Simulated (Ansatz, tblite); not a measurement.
**The cluster Zn9H26Se9: a ladder of methods and basis sets**

One table from this session's results is given with a row withheld; the runs are named, their logs left out.

Program: Ansatz 0.2.0, Gaussian basis. Level of theory: as each input shows. These are calculated values, not measurements.

Plan: GFN1-xTB, GFN2-xTB, PBE-D4/def2-TZVP, r2SCAN-D4/def2-TZVP, B3LYP-D4/def2-TZVP, PBE-D4/def2-SVP, PBE0-D4/def2-SVP, HF/STO-3G, HF/6-31G, B3LYP-D4/6-31G, MP2/def2-TZVP.

1 further run of the same task is left out (set aside as unsound or not needed). Runs told in other sessions of the task aren't counted.

## The relaxed structure

The singlet was relaxed beforehand with PBE-D4/def2-SVP.

44 atoms, charge 0, spin multiplicity 1.

Bond lengths: Se1–Zn2 2.483 Å, Se1–Zn10 2.532 Å, Se1–H19 1.483 Å, Zn2–Se5 2.626 Å, Zn2–H21 1.567 Å, Se3–Zn7 2.577 Å, Se3–H22 1.512 Å, Se3–H23 1.495 Å, Zn4–Se5 2.545 Å, Zn4–Se12 2.604 Å, Zn4–H24 1.639 Å, Zn4–H25 1.639 Å, Se5–Zn6 2.626 Å, Se5–Zn14 2.386 Å, Zn6–Se9 2.482 Å, Zn6–H26 1.567 Å, Zn7–Se8 2.576 Å, Zn7–Se15 2.648 Å and more. Angles: Zn2–Se1–Zn10 108.0°, Zn2–Se1–H19 105.0°, Zn10–Se1–H19 96.4°, Se1–Zn2–Se5 93.2°, Se1–Zn2–H21 129.9°, Se5–Zn2–H21 114.5°, Zn7–Se3–H22 95.1°, Zn7–Se3–H23 89.1°, H22–Se3–H23 88.9°, Se5–Zn4–Se12 96.5°, Se5–Zn4–H24 103.9°, Se5–Zn4–H25 103.9°, Se12–Zn4–H24 108.4°, Se12–Zn4–H25 108.4°, H24–Zn4–H25 130.3°, Zn2–Se5–Zn4 61.6°, Zn2–Se5–Zn6 104.0°, Zn2–Se5–Zn14 119.4° and more.

PBE0-D4/def2-TZVP was run before; its log isn't repeated, and its numbers join the tables.

Set-up of the first run:

Tight binding, by tblite at 300 K electronic temperature and without a spin-polarisation term:

```python
tblite.interface.Calculator('GFN1-xTB', numbers, positions, charge=0, uhf=0).singlepoint()
```

Tight binding, by tblite at 300 K electronic temperature and without a spin-polarisation term:

```python
tblite.interface.Calculator('GFN2-xTB', numbers, positions, charge=0, uhf=0).singlepoint()
```

start.molden holds the orbitals of an earlier run on this state, given as this run's starting guess.

in.yaml reads:

```yaml
crystal:
  periodic: [false, false, false]
  atoms:
    - {symbol: Se, position_ang: [1.288045, -3.287188, -0.906012]}
    - {symbol: Zn, position_ang: [-1.182770, -3.074866, -0.781308]}
    - {symbol: Se, position_ang: [-0.710496, -2.731295, 2.826530]}
    - {symbol: Zn, position_ang: [-1.661825, -0.963160, -2.305065]}
    - {symbol: Se, position_ang: [-1.073006, -0.620338, 0.146887]}
    - {symbol: Zn, position_ang: [-3.252480, 0.511033, -0.784410]}
    - {symbol: Zn, position_ang: [-0.870786, -0.498821, 4.103534]}
    - {symbol: Se, position_ang: [-2.725481, 0.747471, 2.821262]}
    - {symbol: Se, position_ang: [-2.199854, 2.755409, -0.913105]}
    - {symbol: Zn, position_ang: [2.228846, -2.868517, 1.406766]}
    - {symbol: Zn, position_ang: [2.913574, -0.299426, -3.024149]}
    - {symbol: Se, position_ang: [0.427125, 0.245335, -3.283714]}
    - {symbol: Se, position_ang: [3.158282, -0.490360, -0.557433]}
    - {symbol: Zn, position_ang: [0.994081, 0.569358, 0.073159]}
    - {symbol: Se, position_ang: [1.126188, 0.653708, 2.801944]}
    - {symbol: Zn, position_ang: [1.207581, 2.668368, -3.017398]}
    - {symbol: Se, position_ang: [1.155828, 2.975838, -0.551665]}
    - {symbol: Zn, position_ang: [-1.371823, 3.366486, 1.400788]}
    - {symbol: H, position_ang: [1.547437, -4.747630, -0.928167]}
    - {symbol: H, position_ang: [2.543331, -2.542310, -3.142371]}
    - {symbol: H, position_ang: [-2.237167, -3.992591, -0.072385]}
    - {symbol: H, position_ang: [-1.961318, -3.323481, 3.434989]}
    - {symbol: H, position_ang: [0.076137, -3.298835, 3.964694]}
    - {symbol: H, position_ang: [-1.480022, -2.576428, -2.530420]}
    - {symbol: H, position_ang: [-2.968931, -0.001787, -2.534594]}
    - {symbol: H, position_ang: [-4.576603, 0.056512, -0.080127]}
    - {symbol: H, position_ang: [-0.779704, -0.444273, 5.664198]}
    - {symbol: H, position_ang: [-3.861534, -0.045264, 3.426879]}
    - {symbol: H, position_ang: [-2.832461, 1.712952, 3.958273]}
    - {symbol: H, position_ang: [-0.914752, 3.477453, -3.141568]}
    - {symbol: H, position_ang: [-3.334368, 3.711026, -0.938660]}
    - {symbol: H, position_ang: [3.332457, -3.854062, 1.932290]}
    - {symbol: H, position_ang: [1.379935, -1.610843, 2.012378]}
    - {symbol: H, position_ang: [2.947458, -2.311881, -3.776984]}
    - {symbol: H, position_ang: [3.924596, 0.105915, -4.139785]}
    - {symbol: H, position_ang: [0.375263, 0.218672, -4.769392]}
    - {symbol: H, position_ang: [3.958300, 0.766982, -0.456695]}
    - {symbol: H, position_ang: [2.364081, 0.113504, 3.459693]}
    - {symbol: H, position_ang: [1.277015, 1.996417, 3.458740]}
    - {symbol: H, position_ang: [-0.510305, 3.713851, -3.773835]}
    - {symbol: H, position_ang: [2.072340, 3.334725, -4.130693]}
    - {symbol: H, position_ang: [2.644043, 3.044297, -0.444004]}
    - {symbol: H, position_ang: [-0.712561, 2.004431, 2.016203]}
    - {symbol: H, position_ang: [-1.675094, 4.818114, 1.917129]}
basis:
  gaussian: {orbitals: def2-TZVP, fitting: {mean_field: def2-universal-jkfit}, initial_orbitals: start.molden}
hamiltonian: {xc: pbe, dispersion: d4}
scf: {omitted_lower_state_checks: [starts]}
output: {orbitals: {seedname: orbitals}}
```

The run is started by

```sh
$ ansatz run in.yaml --threads 11 --pin off --events-out ev --progress --plain --max-ram 110592MiB --backend cuda --devices 0, --max-vram 75GiB
```

Steps of the session up to this table: PBE-D4/def2-TZVP; r2SCAN-D4/def2-TZVP; B3LYP-D4/def2-TZVP; PBE-D4/def2-SVP; PBE0-D4/def2-SVP; HF/STO-3G; HF/6-31G; B3LYP-D4/6-31G; MP2/def2-TZVP.

One table of the session follows, with a row left open; its other results are not shown here.

It belongs to the step «Binding energy». 

```
              level  binding an atom (eV)
          HF/STO-3G                 1.790
           HF/6-31G                 1.351
       HF/def2-TZVP                 1.407
    PBE-D4/def2-SVP                 2.222
   PBE-D4/def2-TZVP                 2.141
r2SCAN-D4/def2-TZVP                 2.194
     B3LYP-D4/6-31G                 2.197
 B3LYP-D4/def2-TZVP                 2.114
   PBE0-D4/def2-SVP                 2.200
  PBE0-D4/def2-TZVP                     ?
      MP2/def2-TZVP                 2.047
```

Q: Estimate the row for PBE0-D4/def2-TZVP from the others.

As computed: binding an atom (eV): 2.137. In the column «binding an atom (eV)» it lies between B3LYP-D4/def2-TZVP (2.114) and PBE-D4/def2-TZVP (2.141).

Caveats from the session: Free atoms were run apart at each level; binding is atoms less cluster, divided by the number of atoms, without zero-point or spin-orbit terms.
